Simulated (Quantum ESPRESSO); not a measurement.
TaAs:

```
Ta As
1.0
    -1.72181    1.72181    5.86794
     1.72181   -1.72181    5.86794
     1.72181    1.72181   -5.86794
Ta As
2 2
Direct
  0.49997 0.49997 0.00000
  0.24997 0.74997 0.50000
  0.08263 0.08263 0.00000
  0.83263 0.33263 0.50000
```

The cell is a database's computed one.

Base run:

```yaml
Program: Quantum ESPRESSO 7.5
Functional: PBEsol
Potentials_or_basis: GBRV 1.5 PBEsol
Cutoff: 762 eV
Density_cutoff: 6095 eV
k_mesh: 11 × 11 × 11
Occupations: fermi-dirac, width 0.05 eV
Spin: no spin polarisation
Hubbard_terms: Ta d U = 2 eV
```

Its results: band gap on the k mesh none (metal or under the smearing width); pressure -2.0 GPa; largest force 0.022 eV/Å.

**Question.** The run is repeated on the same cell with these changes: hubbard terms from Ta d U = 2 eV to Ta d U = 1 eV. What comes out?

**Answer.** Band gap on the k mesh none (metal or under the smearing width); pressure -2.6 GPa; largest force 0.021 eV/Å.

Caveats: U without spin polarisation on a metal has little footing; the U is typed as a test and isn't derived for this compound.
